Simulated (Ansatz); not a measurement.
# ZrTi3C4: the cost of one run

Program: Ansatz 0.2.0. Level of theory: DFT PBE, scalar-relativistic, plane waves, PAW. These are calculated values, not measurements.

1 further run of the same task is left out (it didn't finish). Runs told in other sessions of the task aren't counted.

## 1. The structure to begin with

Symmetry: Pmmm, No. 47, orthorhombic system. Conventional cell: a = 3.138 Å, b = 4.447 Å, c = 6.275 Å, α = 90.00°, β = 90.00°, γ = 90.00°. Around Zr (site symmetry mmm) lie 6 C at 2.22 to 2.28 Å. Ti (site symmetry mm2) is surrounded by 6 C at 2.19 to 2.24 Å. Ti (site symmetry mmm) has 6 C at 2.16 to 2.22 Å in its first shell of neighbours. C (site symmetry mm2) has 4 Ti at 2.16 to 2.22 Å and 2 Zr at 2.28 Å in its first shell of neighbours. Around C (site symmetry mmm) lie 6 Ti at 2.19 to 2.22 Å. C (site symmetry mmm) has 2 Zr at 2.22 Å and 4 Ti at 2.24 Å in its first shell of neighbours.

Coordinates:

```cif
data_structure
_symmetry_space_group_name_H-M 'P 1'
_symmetry_Int_Tables_number 1
_cell_length_a 3.1379
_cell_length_b 4.4471
_cell_length_c 6.2747
_cell_angle_alpha 90.000
_cell_angle_beta 90.000
_cell_angle_gamma 90.000
_cell_volume 87.56
loop_
_atom_site_label
_atom_site_type_symbol
_atom_site_fract_x
_atom_site_fract_y
_atom_site_fract_z
_atom_site_occupancy
Zr1 Zr 0.50000 0.50000 0.50000 1
Ti1 Ti 0.00000 0.00000 0.24412 1
Ti2 Ti 0.00000 0.00000 0.75587 1
Ti3 Ti 0.50000 0.50000 0.00000 1
C1 C 0.00000 0.50000 0.76284 1
C2 C 0.50000 0.00000 0.00000 1
C3 C 0.00000 0.50000 0.23716 1
C4 C 0.50000 0.00000 0.50000 1
```

It is the end of an earlier relaxation with the same method, from a generated guess; it needn't be the stable form of this composition. At a tolerance of 0.05 Å it has space group Pmmm (No. 47); it has 10.95 Å³/atom, an uncorrected energy of -0.78 eV/atom over the elements.

## 2. Electronic structure at the relaxed geometry

Input file input.yaml:

```yaml
crystal:
  lattice:
    - [3.1379051, 0.0, 0.0]
    - [0.0, 4.4470501, 0.0]
    - [0.0, 0.0, 6.2747391]
  atoms:
    - { symbol: Zr, position: [0.5, 0.5, 0.5] }
    - { symbol: Ti, position: [0.0, 0.0, 0.244125] }
    - { symbol: Ti, position: [0.0, 0.0, 0.755875] }
    - { symbol: Ti, position: [0.5, 0.5, 0.0] }
    - { symbol: C, position: [0.0, 0.5, 0.762841] }
    - { symbol: C, position: [0.5, 0.0, 0.0] }
    - { symbol: C, position: [0.0, 0.5, 0.237159] }
    - { symbol: C, position: [0.5, 0.0, 0.5] }
basis:
  ecutwfc: 420
kpoints:
  mp_grid: { grid: [12, 8, 6] }
  band_path:
    path:
      - [[0.0, 0.0, 0.0], [0.5, 0.0, 0.0], [0.5, 0.5, 0.0], [0.0, 0.5, 0.0], [0.0, 0.0, 0.0], [0.0, 0.0, 0.5], [0.5, 0.0, 0.5], [0.5, 0.5, 0.5], [0.0, 0.5, 0.5], [0.0, 0.0, 0.5]]
      - [[0.5, 0.0, 0.0], [0.5, 0.0, 0.5]]
      - [[0.0, 0.5, 0.0], [0.0, 0.5, 0.5]]
      - [[0.5, 0.5, 0.0], [0.5, 0.5, 0.5]]
    npoints: 14
hamiltonian:
  xc: pbe
scf:
  occupations: { method: gaussian, width: 0.1 }
  n_extra_bands: 20
output:
  forces: true
  stress: true
  eigenvalues: true
  populations: true
  dos: { projected: true, de: 0.02, nscf_kmesh: { grid: [15, 10, 8] } }
  bader: true
  write_density: true
  write_potential: true
  elf: true
  volumetric_format: npy
```

Launch:

```bash
$ ansatz run input.yaml --threads 4 --pin off --max-ram 8192MiB --backend cpu --events-out ev --progress --plain --runs-dir out
```

**Question.** How long does this run take on 4 threads of Arm Neoverse V1, shared host, and how much memory does it need?

About 44 s, with a peak of 0.97 GiB.
